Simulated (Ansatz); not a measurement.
Ta, space group Fm-3m: a convergence test of the plane-wave cutoff, run with Ansatz's Python interface.

The script reads `ta.cif`:
```cif
data_Ta
_cell_length_a 2.983991
_cell_length_b 2.983991
_cell_length_c 2.983991
_cell_angle_alpha 60.00000
_cell_angle_beta 60.00000
_cell_angle_gamma 60.00000
_symmetry_space_group_name_H-M 'P 1'
_symmetry_Int_Tables_number 1
loop_
_symmetry_equiv_pos_as_xyz
'x, y, z'
loop_
_atom_site_label
_atom_site_type_symbol
_atom_site_fract_x
_atom_site_fract_y
_atom_site_fract_z
Ta1 Ta    0.000000    0.000000    0.000000
```

The script, `ecut.py`:
```python
"""Cutoff test for Ta."""

import warnings

import ansatz as az
from ase.io import read
import pandas as pd


def main() -> None:
    warnings.simplefilter("ignore", az.DeckWarning)

    atoms = read("ta.cif")
    crystal = az.Crystal.from_ase(atoms)

    calculation = (
        crystal.calculation()
        .kpoints(spacing=0.24)  # sampling of the Brillouin zone
        .functional(az.Functional.PBESOL)
        .occupations("gaussian", width=0.15)  # the run then minimises F = E - TS
        .stress()  # GPa
    )

    rows = []
    for value in [300, 375, 450, 525, 600]:
        report = calculation.basis(value).run(threads=1).report
        rows.append((value, report["free_energy_ev"] / len(report["lattice"]["sites"]), report["n_iterations"], sum(report["stress_gpa"][i][i] for i in range(3)) / 3, report["n_pw"]))

    table = pd.DataFrame(rows, columns=["cutoff (eV)", "F/atom (eV)", "iterations", "P (GPa)", "plane waves"])
    print(table.round(5).to_string(index=False))

    # the last row is the reference
    for row in rows[:-1]:
        shift = 1000 * (row[1] - rows[-1][1])
        print(f"{row[0]}: {shift:+.2f} meV/atom" + ("  (within 2 meV)" if abs(shift) < 2 else ""))


if __name__ == "__main__":
    main()
```

How fast does the energy converge with the cutoff (threshold 2 meV an atom)?

From 450 eV on it stays within 2 meV an atom of the value at 600 eV; the first row (300 eV) is off by 13.5 meV and the last but one by 0.21 meV. The energy falls steadily, as expected when plane waves are added. The pressure moves from -5.62 to -5.59 GPa (the program's stress holds a Pulay correction, so it settles early).

The run itself:

```console
$ python ecut.py
 cutoff (eV)  F/atom (eV)  iterations  P (GPa)  plane waves
         300  -9806.20942           6 -5.62189          229
         375  -9806.22009           6 -5.58283          331
         450  -9806.22254           6 -5.58940          411
         525  -9806.22274           6 -5.59096          531
         600  -9806.22295           6 -5.59059          609
300: +13.53 meV/atom
375: +2.86 meV/atom
450: +0.41 meV/atom  (within 2 meV)
525: +0.21 meV/atom  (within 2 meV)
```

Notes:
- The run is spin-unpolarised.
- The free energy holds a sizeable smearing term, which stands for no physical temperature.
- Pressure is positive in compression.
- Spin-orbit coupling, which matters for elements this heavy, is left out.
- This isn't the structure that Ta takes at ambient conditions.
- Shifts are counted from the last row, which is itself no proven limit.
- The script silences the warnings on its input, which a real study should read.
- It ran for 5.8 s on 1 thread of Arm Neoverse V1 (shared host), peak memory 0.43 GiB.
